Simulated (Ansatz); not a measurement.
**Al3GaIr: from a guess to a relaxed structure**

Aim: relax a trial structure of Al3GaIr and see where it ends.

Computed with Ansatz 0.2.0 (DFT PBE, scalar-relativistic, plane waves, PAW, unless a step's input says otherwise).

### 1 The structure to begin with

The structure is tetragonal, space group P4/mmm (No. 123). The conventional cell has a = 4.513 Å, b = 4.513 Å, c = 4.799 Å, α = 90.00°, β = 90.00°, γ = 90.00°. Around Al (site symmetry 4/mmm) lie 4 Ga at 3.19 Å and 8 Al at 3.29 Å. Al (site symmetry mmm) has 2 Ir at 2.26 Å as nearest neighbours. Ga (site symmetry 4/mmm) is surrounded by 2 Ir at 2.40 Å. Ir (site symmetry 4/mmm) is surrounded by 4 Al at 2.26 Å and 2 Ga at 2.40 Å.

As a file:

```xyz
5
Lattice="4.5131 0.0000 0.0000 0.0000 4.5131 0.0000 0.0000 0.0000 4.7988" Properties=species:S:1:pos:R:3 pbc="T T T"
Al    2.2566    2.2566    2.3994
Al    2.2566    0.0000    0.0000
Al    0.0000    2.2566    0.0000
Ga    0.0000    0.0000    2.3994
Ir    0.0000    0.0000    0.0000
```

A structure generator made this guess: random cell by space group and Wyckoff sites (P4/mmm, No. 123). Its size is a rough estimate.

### 2 Probe: one point on a coarse mesh

Input file input.yaml:

```yaml
crystal:
  lattice:
    - [4.51310136, 0.0, 0.0]
    - [0.0, 4.51310136, 0.0]
    - [0.0, 0.0, 4.79881309]
  atoms:
    - { symbol: Al, position: [0.5, 0.5, 0.5] }
    - { symbol: Al, position: [0.5, 0.0, 0.0] }
    - { symbol: Al, position: [0.0, 0.5, 0.0] }
    - { symbol: Ga, position: [0.0, 0.0, 0.5] }
    - { symbol: Ir, position: [0.0, 0.0, 0.0] }
basis:
  ecutwfc: 420
kpoints:
  mp_grid: { grid: [4, 4, 4] }
hamiltonian:
  xc: pbe
scf:
  occupations: { method: gaussian, width: 0.1 }
  lower_state_search: "off"
output:
  forces: true
  stress: true
  eigenvalues: true
```

Launch:

```console
$ ansatz run input.yaml --threads 1 --pin off --max-ram 2560MiB --backend cpu --events-out ev --progress --plain --runs-dir out
```

Further runs follow: coarse relaxation; spin check on a coarse mesh; relaxation on the finer mesh.

What does the calculation give? Wanted: conventional cell; volume; energy over the elements; gap on the mesh.

As calculated:

| quantity | value |
| --- | --- |
| symmetry at the end (tolerance 0.05 Å) | space group P4/mmm (No. 123) |
| conventional cell | a = 4.776 Å, b = 4.776 Å, c = 4.803 Å, α = 90.00°, β = 90.00°, γ = 90.00° |
| volume | 21.91 Å³/atom |
| energy over the elements | +0.02 eV/atom |
| gap on the mesh | none (metal) |

What this shows: The space group P4/mmm (No. 123) is kept, and the volume per atom grows by 12.1 % from the first guess. The formation energy of this structure is too near zero to say whether it is bound against the elements. No finished test with a distortion of lower symmetry is shown, so the end may be a saddle point. The runs treat Ir without spin-orbit coupling. Other magnetic orders were not searched.
